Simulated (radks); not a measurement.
**Taking charge from the 2p level of Cl in fractions**

An exercise on one series of results from a longer session: the logs are not shown, and one member is left open.

Method: non-relativistic Kohn-Sham, TPSS, spin-unpolarised, spherical densities, point nucleus. Code: radks (a radial shooting solver on a logarithmic mesh, Libxc functionals) version 1.

## Starting point

```
element       : chlorine (Z = 17)
charge        : 0
electrons     : 17
configuration : [Ne] 3s2 3p5
```

Outer shells as boxes (Hund's rule):

Cl
```
[Ne] core
3s [↑↓]
3p [↑↓][↑↓][↑ ]
```

The first run:

Settings of this run:

```text
Z 17
configuration [Ne] 3s2 3p5
relativity non-relativistic
functional tpss,tpss
spin unpolarised
nucleus point
```

Steps of the session up to this table: Start: [Ne] 3s2 3p5.

One table of the session follows, with a row left open; its other results are not shown here.

It belongs to the step «Start: [Ne] 3s2 3p5». From the orbitals of this run (lengths in bohr):

```
level      <r>  outermost maximum (interpolated)  90 % within  nodes
   1s  0.09133                            0.0599        0.163      0
   2s   0.4454                             0.363        0.696      1
   2p        ?                                 ?            ?      ?
   3s    1.544                              1.28         2.34      2
   3p    1.839                              1.42         2.91      1
```

Estimate the missing values for 2p.

**Answer.** <r>: 0.4075; outermost maximum (interpolated): 0.302; 90 % within: 0.676; nodes: 0. In the column «<r>» it lies between 1s (0.09133) and 2s (0.4454).
